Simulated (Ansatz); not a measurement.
**BaTiO3 (P4mm): all-electron equation of state**

Where is the equilibrium volume of BaTiO3 (P4mm) with all electrons, and how stiff is it? The task is an all-electron equation of state, for BaTiO3 (P4mm).

The COD entry's cell or inner coordinates are ideal or old and differ from later refinements, so a difference from it is no clean test against experiment.

Program: Ansatz 0.2.0, driven from Python. Level of theory: DFT PBE, all-electron LAPW. These are calculated values, not measurements.

## (1) The system

Symmetry: P4mm, No. 99, tetragonal system. Conventional cell: a = 4.000 Å, b = 4.000 Å, c = 4.018 Å, α = 90.00°, β = 90.00°, γ = 90.00°. Around Ba (site symmetry 4mm) lie 12 O at 2.79 to 2.88 Å. Ti (site symmetry 4mm) is surrounded by 6 O at 1.89 to 2.13 Å. Around O (site symmetry 4mm) lie 2 Ti at 1.89 to 2.13 Å and 4 Ba at 2.83 Å. O (site symmetry 2mm) has 2 Ti at 2.00 Å and 4 Ba at 2.79 to 2.88 Å in its first shell of neighbours.

The script holds or builds the structure itself.

## (2) The script

Contents of batio3.py:

```python
import ansatz
from ase.eos import EquationOfState
from ase.units import GPa
import numpy as np

FUNCTIONAL = "PBE"
SMEARING = "Fixed"
KGRID = (6, 6, 6)

vectors0 = np.array([
    [3.9998, 0.0, 0.0],
    [0.0, 3.9998, 0.0],
    [0.0, 0.0, 4.018],
])
sites = [
    ("Ba", (0.0, 0.0, 0.0)),
    ("Ti", (0.5, 0.5, 0.49)),
    ("O", (0.5, 0.5, 0.019)),
    ("O", (0.5, 0.0, 0.517)),
    ("O", (0.0, 0.5, 0.517)),
]


def build(cell):
    crystal = ansatz.Crystal(lattice=ansatz.Lattice.of(cell))
    for symbol, position in sites:
        crystal = crystal.atom(symbol, position)
    return crystal

volumes, energies = [], []
for scale in np.linspace(0.94, 1.06, 7):
    cell = vectors0 * scale ** (1 / 3)
    calc = (
        build(cell).calculation()
        .functional(FUNCTIONAL)
        .occupations(SMEARING)
        .kpoints(*KGRID)
        .pseudopotentials("all_electron", lapw=True)
    )
    summary = calc.run(threads=1, backend="cpu").report
    volumes.append(abs(np.linalg.det(cell)) / len(sites))
    energies.append(summary["free_energy_ev"] / len(sites))
    print(f"{scale:.3f} {volumes[-1]:9.4f} A^3/atom {energies[-1]:16.5f} eV/atom  (estimated basis error {1000 * summary['lapw_basis_errors']['total_ev_per_atom']:.2f} meV/atom)")
v0, e0, bulk = EquationOfState(volumes, energies, eos="birchmurnaghan").fit()
print(f"V0 = {v0:.4f} A^3/atom, B0 = {bulk / GPa:.1f} GPa")
```

## (3) The calls as engine input

The package turns the script's settings into the engine's input (first run):

```yaml
crystal:
  lattice:
    - [3.918148517640503, 0.0, 0.0]
    - [0.0, 3.918148517640503, 0.0]
    - [0.0, 0.0, 3.935976984819126]
  atoms:
    - { symbol: Ba, position: [0.0, 0.0, 0.0] }
    - { symbol: Ti, position: [0.5, 0.5, 0.49] }
    - { symbol: O, position: [0.5, 0.5, 0.019] }
    - { symbol: O, position: [0.5, 0.0, 0.517] }
    - { symbol: O, position: [0.0, 0.5, 0.517] }
kpoints:
  mp_grid:
    grid: [6, 6, 6]
hamiltonian:
  xc: pbe
  pseudopotentials:
    kind: all_electron
    lapw: {}
scf:
  occupations:
    method: fixed
```

## (4) The run

Run with:

```bash
$ python batio3.py
```

Log:

```text
RunWarning: iter 2: σ=0 fill of 36 bands saw a band overlap (occupied 14.0686 eV > unoccupied 13.9573 eV) — on an unconverged iterate often a transient of an unconverged empty band; one that stands at the close is told there (band_overlap_at_count); if the run fails to converge, the spectrum is likely genuinely metallic at σ=0 — use a smearing of finite width or the tetrahedron method (which not every kind of run takes: see the entry of scf.occupations.method in the input reference), with at least one empty band (raise scf.n_extra_bands, or leave it out; where the count is already the smallest k-point's plane-wave count, raise basis.ecutwfc first)
0.940   12.0849 A^3/atom     -50151.72425 eV/atom  (estimated basis error 0.20 meV/atom)
0.960   12.3421 A^3/atom     -50151.74404 eV/atom  (estimated basis error 0.20 meV/atom)
0.980   12.5992 A^3/atom     -50151.75696 eV/atom  (estimated basis error 0.20 meV/atom)
1.000   12.8563 A^3/atom     -50151.76373 eV/atom  (estimated basis error 0.20 meV/atom)
1.020   13.1134 A^3/atom     -50151.76497 eV/atom  (estimated basis error 0.20 meV/atom)
1.040   13.3706 A^3/atom     -50151.76125 eV/atom  (estimated basis error 0.20 meV/atom)
1.060   13.6277 A^3/atom     -50151.75309 eV/atom  (estimated basis error 0.20 meV/atom)
V0 = 13.0459 A^3/atom, B0 = 161.1 GPa
```

(Warnings from the package without file and line, repeats left out.)

Run time: 8.1 min. Hardware: 1 thread of Intel Xeon 6975P-C (Granite Rapids), shared host; peak memory 0.82 GiB.

## (5) What changed from run to run

The engine's inputs for some of the other runs:

Run 2, against run 1:

```diff
@@ -3,3 +3,3 @@
-    - [3.918148517640503, 0.0, 0.0]
-    - [0.0, 3.918148517640503, 0.0]
-    - [0.0, 0.0, 3.935976984819126]
+    - [3.9457420219628054, 0.0, 0.0]
+    - [0.0, 3.9457420219628054, 0.0]
+    - [0.0, 0.0, 3.963696045863931]
```

Run 6, against run 1:

```diff
@@ -3,3 +3,3 @@
-    - [3.918148517640503, 0.0, 0.0]
-    - [0.0, 3.918148517640503, 0.0]
-    - [0.0, 0.0, 3.935976984819126]
+    - [4.0524349833999445, 0.0, 0.0]
+    - [0.0, 4.0524349833999445, 0.0]
+    - [0.0, 0.0, 4.0708744845494715]
```

Run 7, against run 1:

```diff
@@ -3,3 +3,3 @@
-    - [3.918148517640503, 0.0, 0.0]
-    - [0.0, 3.918148517640503, 0.0]
-    - [0.0, 0.0, 3.935976984819126]
+    - [4.078247367124381, 0.0, 0.0]
+    - [0.0, 4.078247367124381, 0.0]
+    - [0.0, 0.0, 4.096804320492465]
```

## (6) The runs side by side

From the records of these 7 runs:

```
run  volume (Å³/atom)  energy from run 5 (meV/atom)  gap on the mesh (eV)  SCF cycles  CPU time (s)
  1            12.085                         40.71                  1.96          11            69
  2            12.342                         20.93                  1.92          11            65
  3            12.599                          8.01                  1.87          11            63
  4            12.856                          1.24                  1.83          12            74
  5            13.113                          0.00                  1.79          11            70
  6            13.371                          3.72                  1.74          11            69
  7            13.628                         11.88                  1.70          11            72
```

## (7) Outcome

```
                      quantity           value
                 runs compared               7
               range of energy  40.71 meV/atom
lowest point, volume (Å³/atom)          13.113
      equilibrium volume (fit)   13.05 Å³/atom
            bulk modulus (fit)         161 GPa
```

What this shows: A third-order Birch-Murnaghan fit through the 7 points has its minimum at 13.05 Å³ an atom, 1.5 % above the typed cell, with a bulk modulus of 161 GPa and dB/dP = 4.5. From that minimum the energy rises by 40.9 meV an atom on the compressed side and 12.1 meV on the expanded side. What to keep in mind:
- All-electron totals depend on functional, relativistic treatment and basis; only differences at equal settings carry meaning.
- The run is spin-unpolarised.
- Shape and fractional positions are held along the curve, so the bulk modulus is an upper value where they are free to relax.
- Of the deposited cell: the entry's cell lengths or inner coordinates differ somewhat from later room-temperature determinations.
